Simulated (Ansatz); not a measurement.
# CsLiCr2Te2S3 (Cm) in Ansatz: convergence with k mesh

Aim: find how far k mesh must go before the results for CsLiCr2Te2S3 settle, at PBE. This setting moves, with any that are tied to it; all else stays.

All numbers are computed with Ansatz 0.2.0; they aren't measurements. Logs are shortened: lines on timing, memory, paths and dates and some standing lists are left out, and cuts for length are marked.

## 1. Starting point

It takes space group Cm (No. 8, monoclinic). The conventional cell has a = 6.843 Å, b = 10.361 Å, c = 7.978 Å, α = 90.00°, β = 111.21°, γ = 90.00°. Cs (site symmetry m) has 5 S at 3.58 to 3.92 Å and 1 Li at 4.01 Å as nearest neighbours. Around Li (site symmetry m) lie 3 S at 2.42 to 2.56 Å. Around Cr (site symmetry 1) lie 3 S at 2.20 to 2.25 Å and 1 Te at 2.51 Å. Te (site symmetry 1) is surrounded by 1 Cr at 2.51 Å. Around S (site symmetry 1) lie 2 Cr at 2.24 to 2.25 Å and 1 Li at 2.56 Å. Around S (site symmetry m) lie 2 Cr at 2.20 Å and 1 Li at 2.42 Å.

The cell was built by a generator and needn't be a form met in nature.

## 2. With k mesh 2 × 2 × 1

Input file input.yaml:

```yaml
crystal:
  lattice:
    - [3.42162, -5.18069, 0.00784]
    - [3.42162, 5.18069, 0.00784]
    - [-2.90411, 0.0, 7.43093]
  atoms:
    - { symbol: Cs, position: [0.09374, 0.09374, 0.00853] }
    - { symbol: Li, position: [0.58875, 0.58875, 0.55336] }
    - { symbol: Cr, position: [0.05646, 0.46755, 0.5579], spin: 3.0 }
    - { symbol: Cr, position: [0.46755, 0.05646, 0.5579], spin: 3.0 }
    - { symbol: Te, position: [0.56486, 0.87357, 0.29035] }
    - { symbol: Te, position: [0.87357, 0.56486, 0.29035] }
    - { symbol: S, position: [0.81151, 0.39697, 0.73347] }
    - { symbol: S, position: [0.39697, 0.81151, 0.73347] }
    - { symbol: S, position: [0.21404, 0.21404, 0.48371] }
hamiltonian:
  xc: pbe
  pseudopotentials: { kind: paw }
magnetization:
  spin_polarized: true
kpoints:
  mp_grid: { grid: [2, 2, 1] }
scf:
  occupations: { method: fermi_dirac, width: 0.05 }
output:
  forces: true
  stress: true
  eigenvalues: true
```

Potentials or basis: Ansatz PAW.

On the command line:

```console
$ ansatz run input.yaml --threads 8 --pin off --max-ram 20480MiB --backend cpu --events-out ev --progress --plain --runs-dir out
```

It took 1.8 s on 8 threads of Arm Neoverse V2, shared host; peak memory 0.77 GiB.

Results:

- Free energy: -29302.2873 eV
- Pressure: 0.2 GPa
- Largest force: 0.172 eV/Å
- Band gap on the k mesh: none (metal or under the smearing width)
- Net moment: 4.02 μB per cell
- Absolute moment: 5.92 μB per cell
- Site moments: Cs +0.00; Li -0.00; Cr +2.05; Te -0.15; S -0.06, -0.05 μB

## 3. With k mesh 2 × 2 × 2

input.yaml, as its differences from that of step 2:

```diff
@@ -21,3 +21,3 @@
 kpoints:
-  mp_grid: { grid: [2, 2, 1] }
+  mp_grid: { grid: [2, 2, 2] }
 scf:
```

Potentials or basis: Ansatz PAW.

On the command line:

```console
$ ansatz run input.yaml --threads 8 --pin off --max-ram 20480MiB --backend cpu --events-out ev --progress --plain --runs-dir out
```

Run time: 2.7 s. Hardware: 8 threads of Arm Neoverse V2, shared host; peak memory 0.94 GiB.

What came out:

| Property | Result |
| --- | --- |
| Free energy | -29302.3942 eV |
| Pressure | 0.1 GPa |
| Largest force | 0.158 eV/Å |
| Band gap on the k mesh | none (metal or under the smearing width) |
| Net moment | 4.02 μB per cell |
| Absolute moment | 5.93 μB per cell |
| Site moments | Cs -0.00; Li +0.00; Cr +2.05; Te -0.15; S -0.06 μB |

## 4. With k mesh 3 × 3 × 2

input.yaml, as its differences from that of step 3:

```diff
@@ -21,3 +21,3 @@
 kpoints:
-  mp_grid: { grid: [2, 2, 2] }
+  mp_grid: { grid: [3, 3, 2] }
 scf:
```

On the command line:

```console
$ ansatz run input.yaml --threads 8 --pin off --max-ram 20480MiB --backend cpu --events-out ev --progress --plain --runs-dir out
```

Wall time 5.2 s (8 threads of Arm Neoverse V2, shared host); peak memory 1 GiB.

What came out:

| Quantity | Value |
| --- | --- |
| Free energy | -29302.3939 eV |
| Pressure | 0.0 GPa |
| Largest force | 0.040 eV/Å |
| Band gap on the k mesh | none (metal or under the smearing width) |
| Net moment | 4.01 μB per cell |
| Absolute moment | 5.75 μB per cell |
| Site moments | Cs -0.00; Li +0.00; Cr +2.02; Te -0.13; S -0.06, -0.05 μB |

## 5. With k mesh 4 × 4 × 3

input.yaml, as its differences from that of step 4:

```diff
@@ -21,3 +21,3 @@
 kpoints:
-  mp_grid: { grid: [3, 3, 2] }
+  mp_grid: { grid: [4, 4, 3] }
 scf:
```

On the command line:

```console
$ ansatz run input.yaml --threads 8 --pin off --max-ram 20480MiB --backend cpu --events-out ev --progress --plain --runs-dir out
```

Run time: 9.9 s. Hardware: 8 threads of Arm Neoverse V2, shared host; peak memory 1.2 GiB.

What came out:

```
Free energy            : -29302.3941 eV
Pressure               : 0.0 GPa
Largest force          : 0.037 eV/Å
Band gap on the k mesh : none (metal or under the smearing width)
Net moment             : 4.01 μB per cell
Absolute moment        : 5.78 μB per cell
Site moments           : Cs -0.00; Li +0.00; Cr +2.02; Te -0.14; S -0.06, -0.05 μB
```

## 6. With k mesh 5 × 5 × 4

input.yaml, as its differences from that of step 5:

```diff
@@ -21,3 +21,3 @@
 kpoints:
-  mp_grid: { grid: [4, 4, 3] }
+  mp_grid: { grid: [5, 5, 4] }
 scf:
```

Potentials or basis: Ansatz PAW.

On the command line:

```console
$ ansatz run input.yaml --threads 8 --pin off --max-ram 20480MiB --backend cpu --events-out ev --progress --plain --runs-dir out
```

Run time: 20 s. Hardware: 8 threads of Arm Neoverse V2, shared host; peak memory 1.4 GiB.

It converged, with:

```
Free energy            : -29302.3949 eV
Pressure               : 0.0 GPa
Largest force          : 0.016 eV/Å
Band gap on the k mesh : none (metal or under the smearing width)
Net moment             : 4.01 μB per cell
Absolute moment        : 5.76 μB per cell
Site moments           : Cs -0.00; Li +0.00; Cr +2.02; Te -0.13; S -0.06, -0.05 μB
```

## 7. With k mesh 6 × 6 × 4

input.yaml, as its differences from that of step 6:

```diff
@@ -21,3 +21,3 @@
 kpoints:
-  mp_grid: { grid: [5, 5, 4] }
+  mp_grid: { grid: [6, 6, 4] }
 scf:
```

On the command line:

```console
$ ansatz run input.yaml --threads 8 --pin off --max-ram 20480MiB --backend cpu --events-out ev --progress --plain --runs-dir out
```

It took 27 s on 8 threads of Arm Neoverse V2, shared host; peak memory 1.6 GiB.

The run converged. Its results:

| Quantity | Value |
| --- | --- |
| Free energy | -29302.3947 eV |
| Pressure | 0.0 GPa |
| Largest force | 0.006 eV/Å |
| Band gap on the k mesh | none (metal or under the smearing width) |
| Net moment | 4.01 μB per cell |
| Absolute moment | 5.76 μB per cell |
| Site moments | Cs -0.00; Li +0.00; Cr +2.02; Te -0.13; S -0.06, -0.05 μB |

## 8. With k mesh 7 × 7 × 5

input.yaml, as its differences from that of step 7:

```diff
@@ -21,3 +21,3 @@
 kpoints:
-  mp_grid: { grid: [6, 6, 4] }
+  mp_grid: { grid: [7, 7, 5] }
 scf:
```

On the command line:

```console
$ ansatz run input.yaml --threads 8 --pin off --max-ram 20480MiB --backend cpu --events-out ev --progress --plain --runs-dir out
```

Wall time 44 s (8 threads of Arm Neoverse V2, shared host); peak memory 1.9 GiB.

It converged, with:

```
Free energy            : -29302.3943 eV
Pressure               : 0.0 GPa
Largest force          : 0.009 eV/Å
Band gap on the k mesh : none (metal or under the smearing width)
Net moment             : 4.01 μB per cell
Absolute moment        : 5.76 μB per cell
Site moments           : Cs -0.00; Li +0.00; Cr +2.02; Te -0.13; S -0.06, -0.05 μB
```

## 9. With k mesh 8 × 8 × 6

input.yaml, as its differences from that of step 8:

```diff
@@ -21,3 +21,3 @@
 kpoints:
-  mp_grid: { grid: [7, 7, 5] }
+  mp_grid: { grid: [8, 8, 6] }
 scf:
```

Potentials or basis: Ansatz PAW.

On the command line:

```console
$ ansatz run input.yaml --threads 8 --pin off --max-ram 20480MiB --backend cpu --events-out ev --progress --plain --runs-dir out
```

The log of the run:

```text
Warning: RAYON_NUM_THREADS=8 ignored (pool sized by the plan → 8); use --threads N
Engine: ansatz 0.2.0, aarch64-unknown-linux-gnu
Pseudopotentials: kind: paw
Pseudopotential: Cs, paw, valence charge 9, recommended cutoff 420 eV (normal), Cs.paw.azcp
Pseudopotential: Li, paw, valence charge 3, recommended cutoff 420 eV (normal), Li.paw.azcp
Pseudopotential: Cr, paw, valence charge 14, recommended cutoff 420 eV (normal), Cr.paw.azcp
Pseudopotential: Te, paw, valence charge 16, recommended cutoff 420 eV (normal), Te.paw.azcp
Pseudopotential: S, paw, valence charge 6, recommended cutoff 420 eV (normal), S.paw.azcp
Functional definition: PBE
  parameter kappa = 0.804
  parameter beta = 0.06672455060314922
  exchange = pbe_x(kappa = kappa, mu = beta*pi^2/3)
  correlation = pbe_c(beta = beta)
Crystal: 9 atoms, lattice volume = 263.682 Å³
Basis set: ecut = 420 eV, 5177 PW (Γ), exchange–correlation on 90×90×108 points (8 copies of the dense FFT grid, shifted against one another)
Bands: 58, of which v1, the nominal top of the filled ones, is band 45 counted from 1 (44 counted from 0)
Symmetry: 2 space group operations
Space group: Cm (ITA 8), of the structure as read, at distance tolerance 6.4e-5 Å
Magnetic group: BNS 8.32 (UNI 39), of the structure as read, at distance tolerance 6.4e-5 Å
k-points: 114 of 384 (time reversal used)
Non-local potential: Cs, projectors of the file, l = 0: 3, l = 1: 2, l = 2: 2, l = 3: 2
Non-local potential: Li, projectors of the file, l = 0: 3, l = 1: 2, l = 2: 1
Non-local potential: Cr, projectors of the file, l = 0: 3, l = 1: 2, l = 2: 3, l = 3: 1
Non-local potential: Te, projectors of the file, l = 0: 2, l = 1: 2, l = 2: 2, l = 3: 2
Non-local potential: S, projectors of the file, l = 0: 2, l = 1: 2, l = 2: 2
PAW form: soft (Blöchl's): semilocal exchange-correlation on the pseudo side does not see the compensation charge
PAW one-centre angular grid: Cs, 194 points (default); XC on 64 Gauss nodes
PAW one-centre angular grid: Li, 110 points (default); XC on 64 Gauss nodes
PAW one-centre angular grid: Cr, 590 points (default); XC on 64 Gauss nodes
PAW one-centre angular grid: Te, 590 points (default); XC on 64 Gauss nodes
PAW one-centre angular grid: S, 110 points (default); XC on 64 Gauss nodes
[... 25 lines left out ...]
SCF 1 converged in 17 iterations: F = -29302.394557 eV  dr2 = 8.19e-9
SCF converged after 17 iterations
Magnetization: 4.0100 μB (47.0050 up, 42.9950 down)
Absolute magnetization: 5.7586 μB (∫|ρ↑−ρ↓|, with the PAW one-centre terms)
Spin contamination: 0.5100 ħ² per cell (⟨S²⟩ above its minimum at these occupations)
Per-site moments (μB) at R_I (Å): [(-0.0007587242508581562, 1.4753115793158755), (0.0004121649611546387, 0.9979465793461388), (2.0203697307288833, 0.9087395476383824), (2.020369730728876, 0.9087395476383824), (-0.13417491782274196, 1.035123590143727), (-0.13417491782274202, 1.035123590143727), (-0.060380998325054884, 0.9258964266594559), (-0.0603809983250548, 0.9258964266594559), (-0.054085904558549606, 0.9087395476383824)]
Free energy (F): -29302.394557 eV
Harris-Foulkes:  -29302.394557 eV  (|F-HF|=4.57e-9)
Internal energy: -29302.366098 eV  (E = F + TS)
E sigma→0 (E₀):  -29302.380327 eV
Entropy (-TS):   -0.028459 eV (-3.162 meV/atom)
Fermi energy:    5.706222 eV
--- Per-component energies (eV) ---
  E_band       = -1414.832141
  E_kinetic    = 1528.159877
  E_local      = -10174.679982  (includes V_loc(G=0)·N_el)
  E_nonlocal   = -374.832075
  E_hartree    = 4931.009883
  E_xc         = -1001.177317
  E_vxc        = -962.617636  (∫ρ·V_xc dr)
  E_paw        = -18607.526813  (= ΣΔE_a)
  E_vpaw       = -1292.875587  (= ΣTr[D̂ρ^β])
  E_aug_tail   = 0.000354  (compensation charges beyond the density's cutoff)
  E_ewald      = -5603.320025
  E_smearing   = -0.028459  (= −TS)
  E_closure    = 0.000000  (closes the sum)
  Σ components = -29302.394557   (vs F -29302.394557, Δ=0.00e0)
--- Forces (eV/Å), atoms counted from 1 ---
  atom   1  Cs     0.00184046     0.00000000     0.00256694
  atom   2  Li     0.00017288     0.00000000     0.00084774
  atom   3  Cr    -0.00441262    -0.00454961     0.00502631
  atom   4  Cr    -0.00441262     0.00454961     0.00502631
  atom   5  Te     0.00430480     0.00334358    -0.00536470
  atom   6  Te     0.00430480    -0.00334358    -0.00536470
  atom   7  S     -0.00249116     0.00176858    -0.00094135
  atom   8  S     -0.00249116    -0.00176858    -0.00094135
  atom   9  S      0.00319784     0.00000000    -0.00084288
  max |Σ_I F_I| component: 1.32e-5 eV/Å
--- Stress (GPa, compression-positive) ---
        0.011072      -0.000000      -0.004684
       -0.000000      -0.039576       0.000000
       -0.004685       0.000000       0.015756
  P = ⅓ Tr σ = -0.0042 GPa (-0.042 kbar)
--- Band table (eV; the first three rows and the last of 228) ---
  k-point 0 ↑: bands = ["-67.1923", "-67.1915", "-40.3109", "-38.6124", "-38.6080", "-38.5877", "-38.5790", "-38.4844", "-38.4832", "-30.6976", "-30.6754", "-30.6722", "-30.6670", "-30.6666", "-30.6567", "-30.6115", "-30.6095", "-30.6053", "-30.6045", "-16.0451", "-7.4956", "-6.7980", "-6.6771", "-5.2836", "-4.0489", "-2.8936", "-2.8675", "-2.8663", "0.5204", "1.2287", "1.4038", "1.5957", "1.9103", "2.1701", "2.2962", "2.3901", "2.4450", "3.2370", "3.3019", "3.4978", "3.7070", "3.9693", "4.5599", "4.6179", "4.9327", "5.3089", "5.3348", "5.4920", "5.9406", "6.4670", "6.7875", "7.3772", "7.7237", "8.6886", "9.7780", "10.1644", "10.5366", "10.8204"]
  k-point 1 ↑: bands = ["-67.1923", "-67.1915", "-40.3109", "-38.6124", "-38.6080", "-38.5877", "-38.5790", "-38.4844", "-38.4832", "-30.6976", "-30.6754", "-30.6722", "-30.6670", "-30.6666", "-30.6567", "-30.6115", "-30.6095", "-30.6053", "-30.6045", "-16.0450", "-7.4970", "-6.7957", "-6.6772", "-5.2872", "-4.0496", "-2.8942", "-2.8667", "-2.8630", "0.5241", "1.2393", "1.4479", "1.5957", "1.9120", "2.1702", "2.2847", "2.4126", "2.4199", "3.1977", "3.2861", "3.5135", "3.6713", "3.9742", "4.5517", "4.6205", "4.9333", "5.3108", "5.3395", "5.5135", "5.9116", "6.4464", "6.6674", "7.3747", "7.7180", "8.9117", "9.6667", "10.2260", "10.5624", "10.8360"]
  k-point 2 ↑: bands = ["-67.1923", "-67.1915", "-40.3109", "-38.6124", "-38.6080", "-38.5877", "-38.5790", "-38.4844", "-38.4832", "-30.6976", "-30.6754", "-30.6722", "-30.6670", "-30.6666", "-30.6567", "-30.6115", "-30.6095", "-30.6053", "-30.6045", "-16.0450", "-7.4996", "-6.7911", "-6.6773", "-5.2944", "-4.0510", "-2.8946", "-2.8653", "-2.8570", "0.5317", "1.2561", "1.5562", "1.5960", "1.9092", "2.1718", "2.2669", "2.3415", "2.4803", "3.1171", "3.2555", "3.5441", "3.5941", "3.9823", "4.5353", "4.6235", "4.9333", "5.3126", "5.3485", "5.5562", "5.8654", "6.3948", "6.4725", "7.3690", "7.7061", "9.2708", "9.7922", "10.3130", "10.4412", "10.8759"]
  k-point 113 ↓: bands = ["-64.8463", "-64.8455", "-40.3089", "-36.3017", "-36.2989", "-36.2658", "-36.2622", "-36.2145", "-36.2018", "-30.7406", "-30.7170", "-30.7126", "-30.7075", "-30.7074", "-30.6962", "-30.6418", "-30.6417", "-30.6384", "-30.6375", "-16.0446", "-7.1991", "-7.1138", "-6.7482", "-5.1627", "-4.8138", "-2.9171", "-2.8731", "-2.8234", "1.2577", "1.2845", "1.6505", "1.9076", "2.2501", "2.4282", "2.5895", "2.8191", "2.9601", "3.1285", "3.2794", "3.6532", "4.3808", "4.9688", "5.5623", "6.6137", "6.6527", "6.8613", "6.9645", "7.1714", "7.3797", "7.6368", "7.8326", "7.8518", "8.3882", "10.0395", "10.3038", "10.3800", "10.8856", "11.0282"]
```

Run time: 66 s. Hardware: 8 threads of Arm Neoverse V2, shared host; peak memory 2.6 GiB.

Results:

| Quantity | Value |
| --- | --- |
| Free energy | -29302.3946 eV |
| Pressure | 0.0 GPa |
| Largest force | 0.008 eV/Å |
| Band gap on the k mesh | none (metal or under the smearing width) |
| Net moment | 4.01 μB per cell |
| Absolute moment | 5.76 μB per cell |
| Site moments | Cs -0.00; Li +0.00; Cr +2.02; Te -0.13; S -0.06, -0.05 μB |

## 10. Result

```tsv
k mesh	energy less the tightest run, at zero smearing (meV/atom)	pressure (GPa)	largest force (eV/Å)	absolute moment (μB)	SCF cycles	CPU time (s)	peak memory (GiB)
2 × 2 × 1	11.92	0.24	0.172	5.92	17	11	0.77
2 × 2 × 2	-0.04	0.14	0.158	5.93	17	18	0.94
3 × 3 × 2	0.12	0.00	0.040	5.75	17	36	1
4 × 4 × 3	0.24	-0.01	0.037	5.78	17	74	1.2
5 × 5 × 4	-0.11	0.00	0.016	5.76	17	150	1.4
6 × 6 × 4	-0.01	-0.01	0.006	5.76	17	210	1.6
7 × 7 × 5	0.08	0.00	0.009	5.76	17	330	1.9
8 × 8 × 6	0.00	0.00	0.008	5.76	17	520	2.6
```

Against the tightest run, the energy stays within 1 meV/atom from 2 × 2 × 2 on; the pressure stays within 0.1 GPa from 3 × 3 × 2 on; the largest force stays within 0.005 eV/Å from 6 × 6 × 4 on; the absolute moment stays within 0.02 μB from 3 × 3 × 2 on. Meshes of other sizes hit other points, so gaps and Fermi surfaces needn't settle smoothly. The tightest run that finished is the yardstick and may itself not be fully converged.

Caveats: only a ferromagnetic start was run, and an antiferromagnetic order may lie lower in energy.
